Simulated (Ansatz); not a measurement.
# ZnWO4 (P2/c) in Ansatz: a series of runs

Aim: see how the results for ZnWO4 move with the level of theory and the settings. Levels: PBEsol, LDA. Tasks: band structure.

Everything below comes from runs of Ansatz 0.2.0. Logs are shortened: lines on timing, memory, paths and dates and some standing lists are left out, and cuts for length are marked.

### Step 1. Starting point

Symmetry: P2/c, No. 13, monoclinic system. The conventional cell has a = 4.699 Å, b = 5.729 Å, c = 4.937 Å, α = 90.00°, β = 90.61°, γ = 90.00°. W (site symmetry 2) is surrounded by 4 O at 1.80 to 1.92 Å. Zn (site symmetry 2) is surrounded by 6 O at 2.03 to 2.23 Å. O (site symmetry 1) is surrounded by 1 W at 1.80 Å. O (site symmetry 1) has 2 W at 1.92 to 2.14 Å and 1 Zn at 2.03 Å as nearest neighbours.

### Step 2. Band structure, PBEsol

input.yaml

```yaml
crystal:
  lattice:
    - [4.6986, 0.0, 0.0]
    - [0.0, 5.7293, 0.0]
    - [-0.052988409, 0.0, 4.9364156144]
  atoms:
    - { symbol: W, position: [0.0, 0.81742, 0.75] }
    - { symbol: W, position: [0.0, 0.18258, 0.25] }
    - { symbol: Zn, position: [0.5, 0.316, 0.75] }
    - { symbol: Zn, position: [0.5, 0.684, 0.25] }
    - { symbol: O, position: [0.2565, 0.6223, 0.8996] }
    - { symbol: O, position: [0.7435, 0.6223, 0.6004] }
    - { symbol: O, position: [0.7435, 0.3777, 0.1004] }
    - { symbol: O, position: [0.2565, 0.3777, 0.3996] }
    - { symbol: O, position: [0.2169, 0.8949, 0.4363] }
    - { symbol: O, position: [0.7831, 0.8949, 0.0637] }
    - { symbol: O, position: [0.7831, 0.1051, 0.5637] }
    - { symbol: O, position: [0.2169, 0.1051, 0.9363] }
kpoints:
  mp_grid: { grid: [6, 5, 6] }
  band_path:
    path:
      - [0.0, 0.0, 0.0]
      - [0.0, 0.0, 0.5]
      - [-0.4949490817, 0.0, 0.5055817827]
      - [-0.5, 0.0, 0.5]
      - [-0.5, 0.5, 0.5]
      - [-0.5050509183, 0.5, 0.4944182173]
      - [-0.5, 0.5, 0.0]
      - [-0.5, 0.0, 0.0]
    npoints: 8
scf:
  occupations: { method: fermi_dirac, width: 0.05 }
hamiltonian:
  xc: pbesol
  pseudopotentials: { kind: all_electron, lapw: { basis_error: 0.002 } }
output:
  forces: true
  stress: true
  eigenvalues: true
```

Potentials or basis: all-electron LAPW, scalar-relativistic.

Command:

```sh
$ ansatz run input.yaml --threads 8 --pin off --max-ram 24576MiB --backend cpu --events-out ev --progress --plain --runs-dir out
```

Log:

```text
Warning: RAYON_NUM_THREADS=8 ignored (pool sized by the plan → 8); use --threads N
LAPW: plane waves up to 11.926 Å⁻¹, error target 2.0e-3 eV per atom; small_component_spin mean_spin; O in spheres of 0.754 Å, 8 of its electrons in bands, Dirac shells []; Zn in spheres of 1.043 Å, 20 of its electrons in bands, Dirac shells []; W in spheres of 1.043 Å, 46 of its electrons in bands, Dirac shells [] (how accurate: hamiltonian.pseudopotentials.lapw.basis_error, Limitations)
Engine: ansatz 0.2.0, x86_64-unknown-linux-gnu
Pseudopotentials: kind: all_electron
Pseudopotential: W, LAPW, valence charge 46, lapw/all_electron/scalar/gaussian/W, Koelling and Harmon's equation, gaussian nucleus
Pseudopotential: Zn, LAPW, valence charge 20, lapw/all_electron/scalar/gaussian/Zn, Koelling and Harmon's equation, gaussian nucleus
Pseudopotential: O, LAPW, valence charge 8, lapw/all_electron/scalar/gaussian/O, Koelling and Harmon's equation, gaussian nucleus
Functional definition: PBEsol
  exchange = pbesol_x
  correlation = pbesol_c
Crystal: 12 atoms, lattice volume = 132.887 Å³
Basis set: ecut = 541.8860639815102 eV, 3791 PW (Γ), exchange–correlation at level 2
Bands: 118, of which v1, the nominal top of the filled ones, is band 98 counted from 1 (97 counted from 0)
Symmetry: 4 space group operations
Space group: P2/c (ITA 13), of the structure as read, at distance tolerance 5.1e-5 Å
k-points: 60 of 180
Non-local potential: W, projectors of the file, none
Non-local potential: Zn, projectors of the file, none
Non-local potential: O, projectors of the file, none
Initial density: superposition of atomic densities (chi_scale 0.1, normalization cell, long waves kept (reshape's long-wave potential 0.17 eV rms))
Initial wavefunctions: plane waves of lowest kinetic energy (no species holds an atomic orbital)
Functional: x = pbesol(κ = 0.804, μ = 0.12345679012345678), c = pbesol(β = 0.046)
iter 1 solved again at ethr=2.09e-2 eV; its pass at ethr=1.00e-1 eV (dr2=4.09e1 eV) is discarded
SCF iter   1: F=—  HF=-992169.175080 eV  |F-HF|=—  |Δ(HF+E_count)|=         —  Δρ=1.66e-1  dr2=4.09e1  ethr=2.09e-2  ⟨swp⟩=2.0  Hψ=45710  notcnv=0
preconditioner: auto → Resta (q_TF=auto, 2.911 Å⁻¹)  ε∞=3.6  [insulator: Δε(μ)=4.604 eV  Ē_g=22.065 eV  σ=0.050 eV  W_gap=1.00  n_scr=60 (ndim 8)  ℏωp=35.9 eV  f_vac=0.073  D(μ)=0.00/eV (n_scr^D=0)  ε∞_Penn≈3.6]
SCF iter   2: F=—  HF=-992157.523957 eV  |F-HF|=—  |Δ(HF+E_count)|=    1.17e1  Δρ=5.32e-2  dr2=5.29e0  ethr=2.09e-2  ⟨swp⟩=3.0  Hψ=21679  notcnv=0
SCF iter   3: F=—  HF=-992155.908229 eV  |F-HF|=—  |Δ(HF+E_count)|=    1.62e0  Δρ=3.44e-2  dr2=1.73e0  ethr=2.70e-3  ⟨swp⟩=3.0  Hψ=21981  notcnv=0
SCF iter   4: F=—  HF=-992155.660411 eV  |F-HF|=—  |Δ(HF+E_count)|=         —  Δρ=1.48e-2  dr2=4.86e-1  ethr=8.84e-4  ⟨swp⟩=2.5  Hψ=21618  notcnv=0
the basis was enlarged: its passes take 679.5 KiB over the memory plan, 8 of 8 planned eigensolver slots
SCF iter   5: F=—  HF=-992155.557722 eV  |F-HF|=—  |Δ(HF+E_count)|=   1.03e-1  Δρ=6.17e-3  dr2=6.59e-2  ethr=2.48e-4  ⟨swp⟩=2.6  Hψ=21858  notcnv=0
SCF iter   6: F=—  HF=-992155.540796 eV  |F-HF|=—  |Δ(HF+E_count)|=   1.69e-2  Δρ=2.26e-3  dr2=7.24e-3  ethr=3.36e-5  ⟨swp⟩=2.0  Hψ=21046  notcnv=0
SCF iter   7: F=—  HF=-992155.541460 eV  |F-HF|=—  |Δ(HF+E_count)|=   6.64e-4  Δρ=9.84e-4  dr2=2.22e-3  ethr=3.69e-6  ⟨swp⟩=3.0  Hψ=21053  notcnv=0
SCF iter   8: F=—  HF=-992155.541139 eV  |F-HF|=—  |Δ(HF+E_count)|=   3.21e-4  Δρ=6.60e-4  dr2=9.76e-4  ethr=1.13e-6  ⟨swp⟩=2.0  Hψ=20108  notcnv=0
iter 9 solved again at ethr=2.68e-8 eV; its pass at ethr=4.98e-7 eV (dr2=5.25e-5 eV) is discarded
SCF iter   9: F=—  HF=-992155.541048 eV  |F-HF|=—  |Δ(HF+E_count)|=   9.09e-5  Δρ=1.64e-4  dr2=5.24e-5  ethr=2.68e-8  ⟨swp⟩=2.0  Hψ=34530  notcnv=0
SCF iter  10: F=—  HF=-992155.541010 eV  |F-HF|=—  |Δ(HF+E_count)|=   3.77e-5  Δρ=5.00e-5  dr2=3.38e-6  ethr=2.67e-8  ⟨swp⟩=2.9  Hψ=20386  notcnv=0
SCF iter  11: F=—  HF=-992155.541016 eV  |F-HF|=—  |Δ(HF+E_count)|=   5.44e-6  Δρ=2.03e-5  dr2=7.15e-7  ethr=1.73e-9  ⟨swp⟩=3.0  Hψ=22411  notcnv=0
SCF iter  12: F=—  HF=-992155.541016 eV  |F-HF|=—  |Δ(HF+E_count)|=   6.10e-8  Δρ=9.19e-6  dr2=1.29e-7  ethr=3.65e-10  ⟨swp⟩=2.9  Hψ=20580  notcnv=0
SCF iter  13: F=-992155.541016 eV  HF=-992155.541016 eV  |F-HF|=1.37e-8  |Δ(HF+E_count)|=   3.19e-8  Δρ=2.84e-6  dr2=1.47e-8  ethr=6.56e-11  ⟨swp⟩=3.0  Hψ=20648  notcnv=0
SCF 1 converged in 13 iterations: F = -992155.541016 eV  dr2 = 1.47e-8
NSCF: frozen V_eff on 57 k-points
SCF converged after 13 iterations
Free energy (F): -992155.541016 eV
Harris-Foulkes:  -992155.541016 eV  (|F-HF|=1.37e-8)
Internal energy: -992155.541016 eV  (E = F + TS)
E sigma→0 (E₀):  -992155.541016 eV
Fermi energy:    12.254346 eV
--- Per-component energies (eV) ---
  E_band       = -21306.136825
  E_kinetic    = 1099149.860129
  E_xc         = -23032.608607
  E_electrostatic = -2068272.792537  (all electrons and nuclei)
  E_smearing   = -0.000000  (= −TS)
  E_closure    = 0.000000  (closes the sum)
  E_atoms      = -992062.245304  (free atoms, spherical and without spin; not in F)
  Σ components = -992155.541016   (vs F -992155.541016, Δ=0.00e0)
  Basis errors (estimates in eV, not in F): energy 8.5e-4 per atom: plane waves 7.7e-4 (4.8e-4 summed), levels above the bands 6.0e-106, relativity 6.6e-8, radial functions 8.3e-5, core shells 5.1e-9; eigenvalues (radial functions only) 1.2e-5; not estimated: angular momenta, meshes, grids; target (lapw.basis_error) 2.0e-3; muffin-tin radii O 0.754 Å, Zn 1.043 Å, W 1.043 Å
--- Forces (eV/Å), atoms counted from 1 ---
  atom   1  W      0.00000000    -0.03364075     0.00000000
  atom   2  W      0.00000000     0.03364075     0.00000000
  atom   3  Zn     0.00000000     0.13734764     0.00000000
  atom   4  Zn     0.00000000    -0.13734764     0.00000000
  atom   5  O     -0.01316305     0.11507236     0.06272316
  atom   6  O      0.01316305     0.11507236    -0.06272316
  atom   7  O      0.01316305    -0.11507236    -0.06272316
  atom   8  O     -0.01316305    -0.11507236     0.06272316
  atom   9  O     -0.12153046    -0.00253114     0.03318615
  atom  10  O      0.12153046    -0.00253114    -0.03318615
  atom  11  O      0.12153046     0.00253114    -0.03318615
  atom  12  O     -0.12153046     0.00253114     0.03318615
  max |Σ_I F_I| component: 4.34e-19 eV/Å
--- Stress (GPa, compression-positive) ---
       -2.956524       0.000000       0.050926
        0.000000      -2.519215       0.000000
        0.050926       0.000000      -3.160568
  P = ⅓ Tr σ = -2.8788 GPa (-28.788 kbar)
--- Band table (eV; the first three rows and the last of 60) ---
  k-point 0: bands = ["-552.6680", "-552.6680", "-491.8986", "-491.8986", "-491.8986", "-491.8986", "-491.6690", "-491.6690", "-491.6690", "-491.6690", "-406.8806", "-406.8806", "-406.8727", "-406.8727", "-406.8614", "-406.8614", "-222.1823", "-222.1823", "-222.1784", "-222.1784", "-222.1661", "-222.1661", "-222.1626", "-222.1626", "-222.1535", "-222.1535", "-111.8975", "-111.8975", "-66.2625", "-66.2620", "-66.2526", "-66.2522", "-66.2343", "-66.2341", "-63.3033", "-63.2958", "-27.7310", "-27.7005", "-27.6741", "-27.6057", "-27.6057", "-27.5550", "-17.5612", "-17.5585", "-17.5576", "-17.5554", "-17.5514", "-17.5508", "-17.5461", "-17.5443", "-17.5362", "-17.5355", "-17.5341", "-17.5299", "-17.5287", "-17.5270", "-7.5242", "-6.2115", "-6.0615", "-5.8992", "-5.8746", "-5.7897", "-5.5277", "-5.3787", "4.4694", "4.7093", "5.0004", "5.1995", "5.4754", "5.6779", "5.7255", "5.8703", "6.0194", "6.4879", "6.5712", "6.7074", "6.7101", "6.8768", "7.0164", "7.1702", "7.1954", "7.2559", "7.8372", "7.8697", "7.9798", "8.5263", "8.5371", "8.6788", "8.8252", "9.0041", "9.2664", "9.5503", "9.7097", "9.9373", "10.0331", "10.3793", "10.4431", "10.4747", "14.0981", "14.5523", "14.5789", "14.5912", "15.3008", "15.6087", "16.1278", "17.8470", "18.9114", "19.1140", "19.2169", "19.9949", "21.2417", "21.5968", "21.9269", "22.1065", "22.7157", "23.0056", "24.0294", "24.1183"]
  k-point 1: bands = ["-552.6680", "-552.6680", "-491.8986", "-491.8986", "-491.8986", "-491.8986", "-491.6690", "-491.6690", "-491.6690", "-491.6690", "-406.8806", "-406.8806", "-406.8727", "-406.8727", "-406.8614", "-406.8614", "-222.1823", "-222.1823", "-222.1784", "-222.1784", "-222.1661", "-222.1661", "-222.1626", "-222.1626", "-222.1535", "-222.1535", "-111.8975", "-111.8975", "-66.2625", "-66.2621", "-66.2526", "-66.2522", "-66.2343", "-66.2341", "-63.3028", "-63.2963", "-27.7310", "-27.7051", "-27.6705", "-27.6218", "-27.5889", "-27.5552", "-17.5610", "-17.5587", "-17.5577", "-17.5560", "-17.5510", "-17.5504", "-17.5460", "-17.5444", "-17.5365", "-17.5357", "-17.5335", "-17.5300", "-17.5286", "-17.5271", "-7.4260", "-6.2301", "-6.1129", "-6.0004", "-5.8192", "-5.7556", "-5.5494", "-5.3943", "4.5468", "4.7688", "5.0347", "5.2739", "5.2757", "5.6747", "5.7246", "5.8302", "6.0679", "6.2845", "6.5177", "6.7322", "6.7929", "6.8936", "6.9224", "7.1422", "7.3159", "7.4984", "7.8207", "7.9289", "7.9482", "8.4662", "8.5300", "8.5679", "8.8471", "8.9939", "9.3712", "9.3851", "9.6650", "9.9787", "10.0699", "10.3057", "10.4437", "10.6492", "14.1988", "14.3369", "14.4928", "14.5652", "15.3351", "15.4047", "16.5112", "17.8232", "18.4456", "19.2582", "19.6904", "19.9985", "21.1728", "21.3836", "21.9386", "22.1454", "22.7772", "23.1422", "23.7834", "24.1045"]
  k-point 2: bands = ["-552.6680", "-552.6680", "-491.8986", "-491.8986", "-491.8986", "-491.8986", "-491.6690", "-491.6690", "-491.6690", "-491.6690", "-406.8806", "-406.8806", "-406.8727", "-406.8727", "-406.8614", "-406.8614", "-222.1823", "-222.1823", "-222.1784", "-222.1784", "-222.1661", "-222.1661", "-222.1626", "-222.1626", "-222.1535", "-222.1535", "-111.8975", "-111.8975", "-66.2624", "-66.2622", "-66.2525", "-66.2523", "-66.2343", "-66.2342", "-63.3014", "-63.2977", "-27.7294", "-27.7147", "-27.6618", "-27.6367", "-27.5738", "-27.5570", "-17.5604", "-17.5591", "-17.5580", "-17.5570", "-17.5502", "-17.5498", "-17.5456", "-17.5447", "-17.5368", "-17.5362", "-17.5325", "-17.5305", "-17.5283", "-17.5274", "-7.1500", "-6.3427", "-6.2256", "-6.1864", "-5.7362", "-5.6857", "-5.5610", "-5.4395", "4.6257", "4.6601", "5.1083", "5.3101", "5.5065", "5.6347", "5.6948", "5.7094", "6.1303", "6.3553", "6.5289", "6.6420", "6.7411", "6.8086", "6.9930", "7.1678", "7.2988", "7.5230", "7.6839", "7.7860", "7.9867", "8.4119", "8.4523", "8.7846", "8.7864", "9.0207", "9.3153", "9.3376", "9.7620", "10.0744", "10.1012", "10.2624", "10.5417", "10.7026", "14.1219", "14.2944", "14.4903", "14.5175", "15.0033", "15.1975", "17.2091", "17.7215", "18.3123", "19.2863", "19.9012", "20.0723", "21.0453", "21.0601", "21.9312", "22.6429", "22.7319", "23.0749", "23.7846", "23.9569"]
  k-point 59: bands = ["-552.6680", "-552.6680", "-491.8986", "-491.8986", "-491.8986", "-491.8986", "-491.6690", "-491.6690", "-491.6690", "-491.6690", "-406.8806", "-406.8806", "-406.8727", "-406.8727", "-406.8614", "-406.8614", "-222.1823", "-222.1823", "-222.1784", "-222.1784", "-222.1661", "-222.1661", "-222.1626", "-222.1626", "-222.1535", "-222.1535", "-111.8975", "-111.8975", "-66.2623", "-66.2623", "-66.2524", "-66.2524", "-66.2342", "-66.2342", "-63.2995", "-63.2995", "-27.7261", "-27.7261", "-27.6510", "-27.6510", "-27.5612", "-27.5612", "-17.5596", "-17.5596", "-17.5579", "-17.5579", "-17.5497", "-17.5497", "-17.5452", "-17.5452", "-17.5366", "-17.5366", "-17.5314", "-17.5314", "-17.5278", "-17.5278", "-6.5535", "-6.5535", "-6.2585", "-6.2585", "-5.8396", "-5.8396", "-5.5407", "-5.5407", "4.8224", "4.8224", "5.1983", "5.1983", "5.4223", "5.4223", "5.7251", "5.7251", "6.3921", "6.3921", "6.5175", "6.5175", "6.6771", "6.6771", "6.9617", "6.9617", "7.5746", "7.5746", "7.8414", "7.8414", "8.0517", "8.0517", "8.6902", "8.6902", "9.0713", "9.0713", "9.5108", "9.5108", "9.6968", "9.6968", "9.9506", "9.9506", "10.3999", "10.3999", "14.4254", "14.4254", "14.6492", "14.6492", "15.1644", "15.1644", "17.2532", "17.2532", "19.3115", "19.3115", "19.6544", "19.6544", "21.1558", "21.1558", "21.9312", "21.9312", "22.8652", "22.8652", "23.8198", "23.8198"]
```

It took 70 s on 8 threads of Intel Xeon 6975P-C (Granite Rapids), shared host; peak memory 3.7 GiB.

Results:

```yaml
Free_energy: -992155.5410 eV
Pressure: -2.9 GPa
Largest_force: 0.137 eV/Å
Band_gap_on_the_k_mesh: 2.95 eV, indirect (least direct gap 2.97 eV)
Band_gap_along_the_path: 3.28 eV, indirect (least direct gap 3.40 eV)
```

Forces on the atoms (eV/Å):
```
W    0.000 -0.034  0.000
W    0.000  0.034  0.000
Zn   0.000  0.137  0.000
Zn   0.000 -0.137  0.000
O   -0.013  0.115  0.063
O    0.013  0.115 -0.063
O    0.013 -0.115 -0.063
O   -0.013 -0.115  0.063
O   -0.122 -0.003  0.033
O    0.122 -0.003 -0.033
O    0.122  0.003 -0.033
O   -0.122  0.003  0.033
```

Levels at the corners of the path, in eV from the valence-band top:
| point | band 94 | band 95 | band 96 | band 97 | band 98 | band 99 | band 100 | band 101 | band 102 | band 103 |
| --- | --- | --- | --- | --- | --- | --- | --- | --- | --- | --- |
| Γ | -0.77 | -0.68 | -0.33 | -0.27 | -0.23 | 3.39 | 3.84 | 3.87 | 3.88 | 4.59 |
| Y | -0.76 | -0.50 | -0.50 | -0.09 | -0.09 | 3.43 | 3.43 | 3.87 | 3.87 | 4.22 |
| H | -0.84 | -0.40 | -0.39 | -0.20 | -0.19 | 3.69 | 3.71 | 3.98 | 4.00 | 4.46 |
| C | -0.84 | -0.40 | -0.40 | -0.19 | -0.19 | 3.70 | 3.70 | 3.99 | 3.99 | 4.47 |
| E | -0.97 | -0.85 | -0.85 | -0.32 | -0.32 | 3.70 | 3.70 | 3.95 | 3.95 | 4.45 |
| M1 | -0.94 | -0.86 | -0.84 | -0.33 | -0.32 | 3.69 | 3.72 | 3.94 | 3.95 | 4.45 |
| A | -0.67 | -0.65 | -0.64 | -0.43 | -0.23 | 3.47 | 3.81 | 3.87 | 4.19 | 4.29 |
| X | -0.71 | -0.41 | -0.25 | -0.17 | -0.14 | 3.62 | 3.66 | 3.67 | 4.12 | 4.28 |

Caveat: spin-orbit coupling is left out, which moves the levels of the heavy elements.

(Continued in part 2 of 2.)
